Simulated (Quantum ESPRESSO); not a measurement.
# AlSn (P-6m2) in Quantum ESPRESSO: convergence with wavefunction cutoff

Aim: find how far wavefunction cutoff must go before the results for AlSn settle, at PBE. This setting moves, with any that are tied to it; all else stays.

All numbers are computed with Quantum ESPRESSO 7.5; they aren't measurements. Logs are shortened: lines on timing, memory, paths and dates and some standing lists are left out, and cuts for length are marked.

## Step 1: The structure

The structure is hexagonal, space group P-6m2 (No. 187). The conventional cell has a = 4.198 Å, b = 4.198 Å, c = 3.307 Å, α = 90.00°, β = 90.00°, γ = 120.00°. Around Sn (site symmetry -6m2) lie 6 Al at 2.93 Å and 2 Sn at 3.31 Å. Al (site symmetry -6m2) is surrounded by 6 Sn at 2.93 Å and 2 Al at 3.31 Å.

The cell comes from a database or a generator and needn't be the stable form of this composition.

## Step 2: With wavefunction cutoff 29 Ry

File pw.in:

```
&CONTROL
  calculation = 'scf'
  prefix = 'pwscf'
  outdir = './tmp'
  pseudo_dir = './pseudo'
  tprnfor = .true.
  tstress = .true.
  disk_io = 'nowf'
/
&SYSTEM
  ibrav = 0
  nat = 2
  ntyp = 2
  ecutwfc = 29
  nbnd = 15
  occupations = 'smearing'
  smearing = 'gaussian'
  degauss = 0.00999582
/
&ELECTRONS
  conv_thr = 4d-10
  electron_maxstep = 120
  mixing_beta = 0.5
/
ATOMIC_SPECIES
Sn   118.7100 Sn.upf
Al    26.9815 Al.upf
CELL_PARAMETERS angstrom
   4.1981056157    0.0000000000    0.0000000000
  -2.0990528078    3.6356661109    0.0000000000
   0.0000000000    0.0000000000    3.3068470000
ATOMIC_POSITIONS crystal
Sn     0.3333333333    0.6666666667    0.5000000000
Al     0.0000000000    0.0000000000    0.0000000000
K_POINTS automatic
7 7 8 0 0 0
```

Potentials or basis: Ansatz NC SR PBE.

Command:

```
$ OMP_NUM_THREADS=1 pw.x -in pw.in > pw.out
```

pw.out:

```text
[... set-up lines left out ...]
     Self-consistent Calculation

     iteration #  1     ecut=    29.00 Ry     beta= 0.50
     Davidson diagonalization with overlap
     ethr =  1.00E-02,  avg # of iterations =  7.8

     total energy              =    -169.02912210 Ry
     estimated scf accuracy    <       1.07756230 Ry

     iteration #  2     ecut=    29.00 Ry     beta= 0.50
     Davidson diagonalization with overlap
     ethr =  6.34E-03,  avg # of iterations =  2.0

     total energy              =    -169.10242285 Ry
     estimated scf accuracy    <       0.10385617 Ry

     iteration #  3     ecut=    29.00 Ry     beta= 0.50
     Davidson diagonalization with overlap
     ethr =  6.11E-04,  avg # of iterations =  4.2

     total energy              =    -169.11851211 Ry
     estimated scf accuracy    <       0.00894620 Ry

     iteration #  4     ecut=    29.00 Ry     beta= 0.50
     Davidson diagonalization with overlap
     c_bands:  1 eigenvalues not converged
     c_bands:  1 eigenvalues not converged
     c_bands:  2 eigenvalues not converged
     c_bands:  2 eigenvalues not converged
     ethr =  5.26E-05,  avg # of iterations = 11.0

     total energy              =    -169.12203899 Ry
     estimated scf accuracy    <       0.00138264 Ry

     iteration #  5     ecut=    29.00 Ry     beta= 0.50
     Davidson diagonalization with overlap
     c_bands:  1 eigenvalues not converged
     c_bands:  1 eigenvalues not converged
     c_bands:  1 eigenvalues not converged
     ethr =  8.13E-06,  avg # of iterations =  8.0

     total energy              =    -169.12225227 Ry
     estimated scf accuracy    <       0.00025154 Ry

     iteration #  6     ecut=    29.00 Ry     beta= 0.50
     Davidson diagonalization with overlap
     c_bands:  1 eigenvalues not converged
     c_bands:  2 eigenvalues not converged
     c_bands:  1 eigenvalues not converged
     c_bands:  1 eigenvalues not converged
     c_bands:  1 eigenvalues not converged
     c_bands:  1 eigenvalues not converged
     ethr =  1.48E-06,  avg # of iterations =  8.4

     total energy              =    -169.12233697 Ry
     estimated scf accuracy    <       0.00003879 Ry

     iteration #  7     ecut=    29.00 Ry     beta= 0.50
     Davidson diagonalization with overlap
     ethr =  2.28E-07,  avg # of iterations =  3.6

     total energy              =    -169.12234288 Ry
     estimated scf accuracy    <       0.00000277 Ry

     iteration #  8     ecut=    29.00 Ry     beta= 0.50
     Davidson diagonalization with overlap
     ethr =  1.63E-08,  avg # of iterations =  5.2

     total energy              =    -169.12234567 Ry
     estimated scf accuracy    <       0.00000056 Ry

     iteration #  9     ecut=    29.00 Ry     beta= 0.50
     Davidson diagonalization with overlap
     ethr =  3.30E-09,  avg # of iterations =  2.8

     total energy              =    -169.12234585 Ry
     estimated scf accuracy    <          3.8E-09 Ry

     iteration # 10     ecut=    29.00 Ry     beta= 0.50
     Davidson diagonalization with overlap
     ethr =  2.24E-11,  avg # of iterations =  8.0

     total energy              =    -169.12234586 Ry
     estimated scf accuracy    <       0.00000003 Ry

     iteration # 11     ecut=    29.00 Ry     beta= 0.50
     Davidson diagonalization with overlap
     ethr =  2.24E-11,  avg # of iterations =  2.7

     total energy              =    -169.12234587 Ry
     estimated scf accuracy    <          9.1E-10 Ry

     iteration # 12     ecut=    29.00 Ry     beta= 0.50
     Davidson diagonalization with overlap
     ethr =  5.33E-12,  avg # of iterations =  5.0

     End of self-consistent calculation

          k = 0.0000 0.0000 0.0000 (   899 PWs)   bands (ev):

   -12.5351 -11.8026 -11.8026 -11.6907 -11.6907  -2.7416   7.8091   7.8091
     8.2398  10.5705  11.4087  11.4087  13.2942  14.6736  19.3925

          k = 0.0000 0.0000 0.1587 (   893 PWs)   bands (ev):

   -11.8603 -11.8603 -11.7162 -11.7162 -11.6550  -2.5259   7.7936   8.0345
     8.0345   9.2588  11.5680  11.5680  14.2536  16.2521  18.1717

          k = 0.0000 0.0000 0.3174 (   899 PWs)   bands (ev):

   -11.9756 -11.8866 -11.8866 -11.7333 -11.7333  -1.8812   5.4989   8.7073
     8.7073   9.4113  11.9960  11.9960  14.7657  16.1058  16.4884

          k = 0.0000 0.0000 0.4761 (   874 PWs)   bands (ev):

   -11.5545 -11.5545 -11.2729 -11.1084 -11.1084  -0.8412   3.2339   9.7797
     9.7797  10.3368  12.2961  12.2961  13.5786  15.0500  15.0501

          k = 0.0000 0.0000-0.6348 (   898 PWs)   bands (ev):

   -11.9416 -11.9416 -11.8580 -11.8580 -11.5745   0.0525   1.8906  10.6000
    10.6000  11.3450  11.8243  11.8243  12.1625  15.2427  15.2437

          k = 0.0000 0.1650 0.0000 (   906 PWs)   bands (ev):

   -12.4837 -12.1446 -12.0127 -11.7854 -11.6728  -2.5403   5.6768   7.3812
     9.5874  10.7768  11.4877  12.2345  13.8420  15.7979  18.1356

          k = 0.0000 0.1650 0.1587 (   898 PWs)   bands (ev):

   -12.0046 -11.9391 -11.8290 -11.7607 -11.6594  -2.3247   5.8701   7.5994
     8.5371  10.0591  11.7938  12.3824  15.2514  16.4973  16.7625

          k = 0.0000 0.1650 0.3174 (   897 PWs)   bands (ev):

   -11.9801 -11.9529 -11.9097 -11.6751 -11.4600  -1.6809   5.5983   6.8325
     8.2631  10.5691  12.2286  12.7189  13.7521  16.1647  16.6968

          k = 0.0000 0.1650 0.4761 (   887 PWs)   bands (ev):

   -11.7840 -11.7035 -11.5783 -11.5680 -11.3355  -0.6461   3.4319   7.7023
     9.3237  11.0588  11.7399  12.4518  13.2234  15.2693  15.6570

          k = 0.0000 0.1650-0.6348 (   892 PWs)   bands (ev):

   -11.8350 -11.8307 -11.8068 -11.5430 -11.4744   0.2377   2.1211   8.6480
     9.9075  10.2453  11.5317  12.6326  12.8813  15.5483  15.8151

          k = 0.0000 0.3299 0.0000 (   910 PWs)   bands (ev):

   -12.2534 -12.1199 -11.9796 -11.9249 -11.9127  -1.9689   3.5413   6.6813
     9.1426  11.3729  13.3768  14.0883  14.7749  16.3695  17.8492

          k = 0.0000 0.3299 0.1587 (   904 PWs)   bands (ev):

   -12.1640 -11.9890 -11.9846 -11.8659 -11.5445  -1.7548   3.7587   6.9118
     8.9130   9.7261  13.8017  14.1608  14.3592  16.8347  17.8637

          k = 0.0000 0.3299 0.3174 (   900 PWs)   bands (ev):

   -11.9396 -11.9324 -11.8405 -11.7510 -11.6922  -1.1161   4.3720   6.5142
     7.5996  10.0086  11.5708  13.8470  14.5297  16.2850  16.9599

          k = 0.0000 0.3299 0.4761 (   893 PWs)   bands (ev):

   -11.9443 -11.8466 -11.6518 -11.5740 -11.4867  -0.0962   3.9991   5.6293
     8.6622   9.1879  11.1194  12.2998  13.9477  16.4634  16.6456
[... 83 lines left out ...]
   -11.9734 -11.9460 -11.8542 -11.6202 -11.5204  -0.9878   1.7901   5.1738
    10.2209  12.5082  14.5866  15.2239  15.4602  16.5680  16.8119

          k = 0.1429 0.5774 0.1587 (   906 PWs)   bands (ev):

   -12.4386 -12.0934 -11.7942 -11.7627 -11.5335  -0.7821   2.0156   5.3986
    10.0119  10.9171  12.2219  15.4516  16.0784  16.7235  17.8220

          k = 0.1429 0.5774 0.3174 (   899 PWs)   bands (ev):

   -12.0231 -11.9341 -11.7698 -11.7257 -11.5332  -0.1616   2.6919   6.0649
     7.6409   9.6212  11.1662  13.1330  16.1771  17.1764  18.7223

          k = 0.1429 0.5774 0.4761 (   899 PWs)   bands (ev):

   -11.9997 -11.9395 -11.9158 -11.8808 -11.3454   0.8123   3.7624   5.3151
     7.1599   7.3864  10.8205  12.2285  15.0978  17.8938  18.8031

          k = 0.1429 0.5774-0.6348 (   904 PWs)   bands (ev):

   -12.2630 -12.0412 -11.9367 -11.8807 -11.5150   1.5686   4.0214   4.9448
     5.8509   8.1890   9.4494  13.5003  13.5538  18.5535  19.3491

          k = 0.2857 0.4949 0.0000 (   897 PWs)   bands (ev):

   -12.3556 -11.7362 -11.5749 -11.5507 -11.4129  -0.8961   1.9272   4.3873
    12.6243  12.6613  13.1473  14.4862  15.5613  15.8281  17.1783

          k = 0.2857 0.4949 0.1587 (   895 PWs)   bands (ev):

   -12.1199 -11.8990 -11.6476 -11.4324 -11.3493  -0.6875   2.1588   4.6208
    10.5091  12.2042  13.0899  13.4463  15.0370  16.2432  17.9625

          k = 0.2857 0.4949 0.3174 (   903 PWs)   bands (ev):

   -12.1137 -12.0372 -11.8205 -11.7779 -11.6448  -0.0708   2.8160   5.2934
     7.7814   9.6642  12.3260  13.6632  14.0836  16.7626  20.2592

          k = 0.2857 0.4949 0.4761 (   897 PWs)   bands (ev):

   -12.1289 -11.8691 -11.8244 -11.6843 -11.3802   0.8997   3.8825   5.4758
     6.3733   7.4377  10.1074  14.5159  14.9486  17.1548  18.3983

          k = 0.2857 0.4949-0.6348 (   904 PWs)   bands (ev):

   -12.3327 -11.9576 -11.9280 -11.8689 -11.5528   1.6437   4.1760   5.0972
     5.8919   7.4031   8.6899  15.2201  15.5224  16.9745  17.3249

     the Fermi energy is     7.9472 ev

!    total energy              =    -169.12234587 Ry
     estimated scf accuracy    <          1.6E-10 Ry
     smearing contrib. (-TS)   =      -0.00016268 Ry
     internal energy E=F+TS    =    -169.12218319 Ry

     The total energy is F=E-TS. E is the sum of the following terms:
     one-electron contribution =     -62.10563501 Ry
     hartree contribution      =      41.14122289 Ry
     xc contribution           =     -56.62630281 Ry
     ewald contribution        =     -91.53146826 Ry

     convergence has been achieved in  12 iterations

     Forces acting on atoms (cartesian axes, Ry/au):

     atom    1 type  1   force =    -0.00000000   -0.00000000    0.00000000
     atom    2 type  2   force =     0.00000000    0.00000000    0.00000000

     Total force =     0.000000     Total SCF correction =     0.000000

     Computing stress (Cartesian axis) and pressure

          total   stress  (Ry/bohr**3)                   (kbar)     P=    -6133.10
  -0.04169685   0.00000000   0.00000000        -6133.82        0.00        0.00
   0.00000000  -0.04169685  -0.00000000            0.00    -6133.82       -0.00
   0.00000000  -0.00000000  -0.04168212            0.00       -0.00    -6131.65

=------------------------------------------------------------------------------=
   JOB DONE.
=------------------------------------------------------------------------------=
```

It took 12 s on 1 thread of Arm Neoverse V2, shared host; peak memory 0.05 GiB.

Results:

- Free energy: -2301.0267 eV
- Pressure: -613.3 GPa
- Band gap on the k mesh: none (metal or under the smearing width)

## Step 3: With wavefunction cutoff 36 Ry

Changes to pw.in since step 2:

```diff
@@ -13,3 +13,3 @@
   ntyp = 2
-  ecutwfc = 29
+  ecutwfc = 36
   nbnd = 15
```

Potentials or basis: Ansatz NC SR PBE.

Command:

```
$ OMP_NUM_THREADS=1 pw.x -in pw.in > pw.out
```

Run time: 10 s. Hardware: 1 thread of Arm Neoverse V2, shared host; peak memory 0.05 GiB.

Results:

```yaml
Free_energy: -2350.0776 eV
Pressure: -334.6 GPa
Band_gap_on_the_k_mesh: none (metal or under the smearing width)
```

## Step 4: With wavefunction cutoff 43 Ry

Changes to pw.in since step 3:

```diff
@@ -13,3 +13,3 @@
   ntyp = 2
-  ecutwfc = 36
+  ecutwfc = 43
   nbnd = 15
```

Command:

```
$ OMP_NUM_THREADS=1 pw.x -in pw.in > pw.out
```

It took 17 s on 1 thread of Arm Neoverse V2, shared host; peak memory 0.06 GiB.

Results:

* Free energy: -2368.6621 eV
* Pressure: -124.0 GPa
* Band gap on the k mesh: none (metal or under the smearing width)

## Step 5: With wavefunction cutoff 50 Ry

Changes to pw.in since step 4:

```diff
@@ -13,3 +13,3 @@
   ntyp = 2
-  ecutwfc = 43
+  ecutwfc = 50
   nbnd = 15
```

Command:

```
$ OMP_NUM_THREADS=1 pw.x -in pw.in > pw.out
```

It took 20 s on 1 thread of Arm Neoverse V2, shared host; peak memory 0.07 GiB.

Results:

| Property | Result |
| --- | --- |
| Free energy | -2373.7392 eV |
| Pressure | -31.8 GPa |
| Band gap on the k mesh | none (metal or under the smearing width) |

## Step 6: With wavefunction cutoff 58 Ry

Changes to pw.in since step 5:

```diff
@@ -13,3 +13,3 @@
   ntyp = 2
-  ecutwfc = 50
+  ecutwfc = 58
   nbnd = 15
```

Potentials or basis: Ansatz NC SR PBE.

Command:

```
$ OMP_NUM_THREADS=1 pw.x -in pw.in > pw.out
```

Wall time 24 s (1 thread of Arm Neoverse V2, shared host); peak memory 0.08 GiB.

It converged, with:

| Property | Result |
| --- | --- |
| Free energy | -2374.7651 eV |
| Pressure | -3.9 GPa |
| Band gap on the k mesh | none (metal or under the smearing width) |

## Step 7: With wavefunction cutoff 65 Ry

Changes to pw.in since step 6:

```diff
@@ -13,3 +13,3 @@
   ntyp = 2
-  ecutwfc = 58
+  ecutwfc = 65
   nbnd = 15
```

Command:

```
$ OMP_NUM_THREADS=1 pw.x -in pw.in > pw.out
```

Wall time 35 s (1 thread of Arm Neoverse V2, shared host); peak memory 0.09 GiB.

The run converged. Its results:

| Quantity | Value |
| --- | --- |
| Free energy | -2374.8533 eV |
| Pressure | -0.1 GPa |
| Band gap on the k mesh | none (metal or under the smearing width) |

## Step 8: With wavefunction cutoff 72 Ry

Changes to pw.in since step 7:

```diff
@@ -13,3 +13,3 @@
   ntyp = 2
-  ecutwfc = 65
+  ecutwfc = 72
   nbnd = 15
```

Command:

```
$ OMP_NUM_THREADS=1 pw.x -in pw.in > pw.out
```

Wall time 37 s (1 thread of Arm Neoverse V2, shared host); peak memory 0.1 GiB.

It converged, with:

- Free energy: -2374.8579 eV
- Pressure: 0.3 GPa
- Band gap on the k mesh: none (metal or under the smearing width)

## Step 9: With wavefunction cutoff 86 Ry

Changes to pw.in since step 8:

```diff
@@ -13,3 +13,3 @@
   ntyp = 2
-  ecutwfc = 72
+  ecutwfc = 86
   nbnd = 15
```

Potentials or basis: Ansatz NC SR PBE.

Command:

```
$ OMP_NUM_THREADS=1 pw.x -in pw.in > pw.out
```

Wall time 46 s (1 thread of Arm Neoverse V2, shared host); peak memory 0.12 GiB.

It converged, with:

| Item | Value |
| --- | --- |
| Free energy | -2374.8580 eV |
| Pressure | 0.3 GPa |
| Band gap on the k mesh | none (metal or under the smearing width) |

## Step 10: With wavefunction cutoff 108 Ry

Changes to pw.in since step 9:

```diff
@@ -13,3 +13,3 @@
   ntyp = 2
-  ecutwfc = 86
+  ecutwfc = 108
   nbnd = 15
```

Command:

```
$ OMP_NUM_THREADS=1 pw.x -in pw.in > pw.out
```

Run time: 82 s. Hardware: 1 thread of Arm Neoverse V2, shared host; peak memory 0.16 GiB.

Results (log left out):

```yaml
Free_energy: -2374.8581 eV
Pressure: 0.3 GPa
Band_gap_on_the_k_mesh: none (metal or under the smearing width)
```

## Step 11: Result

| wavefunction cutoff | energy less the tightest run, at zero smearing (meV/atom) | pressure (GPa) | SCF cycles | CPU time (s) | peak memory (GiB) |
| --- | --- | --- | --- | --- | --- |
| 29 Ry | 36915.12 | -613.31 | 12 | 12 | 0.05 |
| 36 Ry | 12389.94 | -334.58 | 10 | 10 | 0.05 |
| 43 Ry | 3097.89 | -124.03 | 9 | 17 | 0.06 |
| 50 Ry | 559.43 | -31.85 | 9 | 20 | 0.07 |
| 58 Ry | 46.49 | -3.85 | 9 | 24 | 0.08 |
| 65 Ry | 2.37 | -0.07 | 9 | 35 | 0.09 |
| 72 Ry | 0.11 | 0.26 | 9 | 37 | 0.1 |
| 86 Ry | 0.04 | 0.26 | 9 | 46 | 0.12 |
| 108 Ry | 0.00 | 0.26 | 10 | 82 | 0.16 |

Against the tightest run, the energy stays within 1 meV/atom from 72 Ry on; the pressure stays within 0.1 GPa from 72 Ry on. The tightest run that finished is the yardstick and may itself not be fully converged.
